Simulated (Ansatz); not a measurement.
# CH8SeSi2: one species, many methods

An exercise on one series of results from a longer session: the logs are not shown, and one member is left open.

Program: Ansatz 0.2.0, Gaussian basis. Level of theory: functionals in def2-TZVPP, the program's frozen cores in correlated methods. These are calculated values, not measurements.

The runs, in order: LDA (SPW92), PBE-D4, revPBE-D4, BLYP-D4, r2SCAN-D4, B97M-V, PBE0-D4, B3LYP-D4, r2SCANh-D4, r2SCAN0-D4, HSE06-D4, BHLYP-D4, CAM-B3LYP-D4, LC-ωPBE, ωB97X-V, ωB97M-V, B2PLYP, PBE-QIDH; CCSD(T)/def2-SVP; CCSD(T)/def2-TZVPP; MP2/def2-QZVPP; extrapolation to the limit; RPA on PBE.

### The geometry

An earlier PBE0-D4 in a triple-zeta def2 set relaxation fixed the geometry.

SMILES `[SiH3]C[SiH2][SeH]`, 12 atoms, charge 0, spin multiplicity 1.

Atoms are counted from 1 here; the program's logs count them from 0.

Bond lengths: Si1–C2 1.878 Å, Si1–H5 1.484 Å, Si1–H6 1.489 Å, Si1–H7 1.487 Å, C2–Si3 1.865 Å, C2–H8 1.096 Å, C2–H9 1.095 Å, Si3–Se4 2.284 Å, Si3–H10 1.485 Å, Si3–H11 1.486 Å, Se4–H12 1.470 Å. Angles: C2–Si1–H5 110.7°, C2–Si1–H6 109.9°, C2–Si1–H7 110.3°, H5–Si1–H6 108.5°, H5–Si1–H7 109.1°, H6–Si1–H7 108.3°, Si1–C2–Si3 114.3°, Si1–C2–H8 109.2°, Si1–C2–H9 109.0°, Si3–C2–H8 107.6°, Si3–C2–H9 109.5°, H8–C2–H9 106.9°, C2–Si3–Se4 112.5°, C2–Si3–H10 110.5°, C2–Si3–H11 110.8°, Se4–Si3–H10 103.3°, Se4–Si3–H11 110.1°, H10–Si3–H11 109.4° and more.

Geometry (Å):

```xyz
12

Si   -0.5870    1.6044    0.0158
C    -0.1778    0.0207    0.9380
Si    0.9688   -1.1289    0.0195
Se    0.3365   -1.4412   -2.1531
H    -1.6277    1.3573   -1.0130
H    -1.0977    2.6281    0.9686
H     0.6306    2.1460   -0.6448
H     0.2984    0.2715    1.8931
H    -1.1090   -0.5044    1.1747
H     2.3211   -0.5276   -0.1009
H     1.0718   -2.4391    0.7140
H    -0.9511   -2.0419   -1.7778
```

The first run:

The input, in.yaml:

```yaml
crystal:
  periodic: [false, false, false]
  atoms:
    - {symbol: Si, position_ang: [-0.587047, 1.604445, 0.015766]}
    - {symbol: C, position_ang: [-0.177778, 0.020675, 0.937992]}
    - {symbol: Si, position_ang: [0.968790, -1.128873, 0.019500]}
    - {symbol: Se, position_ang: [0.336519, -1.441244, -2.153130]}
    - {symbol: H, position_ang: [-1.627664, 1.357312, -1.012967]}
    - {symbol: H, position_ang: [-1.097655, 2.628062, 0.968613]}
    - {symbol: H, position_ang: [0.630551, 2.146018, -0.644766]}
    - {symbol: H, position_ang: [0.298398, 0.271549, 1.893133]}
    - {symbol: H, position_ang: [-1.108957, -0.504423, 1.174667]}
    - {symbol: H, position_ang: [2.321128, -0.527584, -0.100940]}
    - {symbol: H, position_ang: [1.071823, -2.439100, 0.713961]}
    - {symbol: H, position_ang: [-0.951110, -2.041937, -1.777828]}
basis:
  gaussian: {orbitals: def2-TZVPP}
hamiltonian: {xc: lda}
output: {orbitals: {seedname: orbitals}}
```

Run with:

```
ansatz run in.yaml --threads 4 --pin off --events-out ev --progress --plain --max-ram 10444MiB
```

Steps of the session up to this table: LDA; PBE-D4 (GGA); revPBE-D4 (GGA); BLYP-D4 (GGA); r2SCAN-D4 (meta-GGA); B97M-V (meta-GGA); PBE0-D4 (hybrid); B3LYP-D4 (hybrid); r2SCANh-D4 (hybrid); r2SCAN0-D4 (hybrid); HSE06-D4 (hybrid); BHLYP-D4 (hybrid); CAM-B3LYP-D4 (range-separated); LC-ωPBE (range-separated); ωB97X-V (range-separated); ωB97M-V (range-separated); B2PLYP (double hybrid); PBE-QIDH (double hybrid).

One of the session's tables, all rows but one given; the rest of the session is left out.

It belongs to the step «Orbital energies across the functionals». 

```
  functional  HOMO (eV)  gap (eV)
 LDA (SPW92)      -6.03      5.06
      PBE-D4      -5.90      5.10
   revPBE-D4      -5.85      5.13
     BLYP-D4          ?         ?
   r2SCAN-D4      -6.17      5.71
      B97M-V      -6.28      5.62
     PBE0-D4      -7.03      7.11
    B3LYP-D4      -6.79      6.59
  r2SCANh-D4      -6.59      6.43
  r2SCAN0-D4      -7.21      7.51
    HSE06-D4      -6.64      6.34
    BHLYP-D4      -8.01      8.89
CAM-B3LYP-D4      -8.30      9.32
     LC-ωPBE      -9.66     11.91
     ωB97X-V      -9.32     11.38
     ωB97M-V      -9.20     10.94
```

**Question.** Estimate the row for BLYP-D4.

Worked estimate for «HOMO (eV)». Against the share of exact exchange, B3LYP-D4 (0.2, -6.79), BHLYP-D4 (0.5, -8.01) give a slope of -4.07 per unit share; at 0 the line stands at -5.98.

As computed: HOMO (eV): -5.72; gap (eV): 4.99. In «HOMO (eV)» the line misses by -0.26.
